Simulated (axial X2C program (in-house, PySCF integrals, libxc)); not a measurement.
**A two-component session on SnN: EOM-EA-CCSD levels**

Wanted for SnN: EOM-EA-CCSD levels, at the two-component level.

The runs use an in-house X2C program for linear molecules on PySCF integrals; two-component X2C with atomic mean-field terms, Sn dyall-acv3z, N dyall-av3z.

All values are calculated.

## Step 1: Set-up

File task.json:

```json
{"zs": [50, 7], "q": 0, "bas": ["dyall-acv3z", "dyall-av3z"], "r0": 1.9, "eom": "ea", "thr": -2.0, "nmax": 92, "grid": [1, 0.96, 1.045, 0.92, 1.09, 1.15]}
```

Keys: zs atomic numbers; q charge; bas basis sets; r0 starting distance in Å; eom kind of EOM run; thr threshold in hartree for freezing inner shells (an s shell follows its p shell); nmax most natural virtual spinors; grid distances as factors.

Run with:

```console
$ python soeom.py task.json out
```

Further steps of the session: EOM-EA-CCSD at 1.965 Å.

Q: Predict the outcome of this session. Wanted: next root led by one particle; T1 of the reference; lowest state, Re and ωe.

The runs gave:

```
                     quantity                             value
       lowest root at 1.965 Å                 Ω = 1/2, 8.591 eV
next root led by one particle  Ω = 3/2, about 17420 cm⁻¹ higher
          T1 of the reference                             0.083
      lowest state, Re and ωe                 1.927 Å, 638 cm⁻¹
```

In words: The added electron is bound by 8.59 eV in a spinor of 49% N pπ, 36% Sn pπ. Errors of 0.1 to 0.3 eV are usual at this size, and roots led by higher excitations are left out, so the list is incomplete, and low states of that kind can be missing. T1 or the largest double amplitude of the reference is raised, which lowers the reliability.
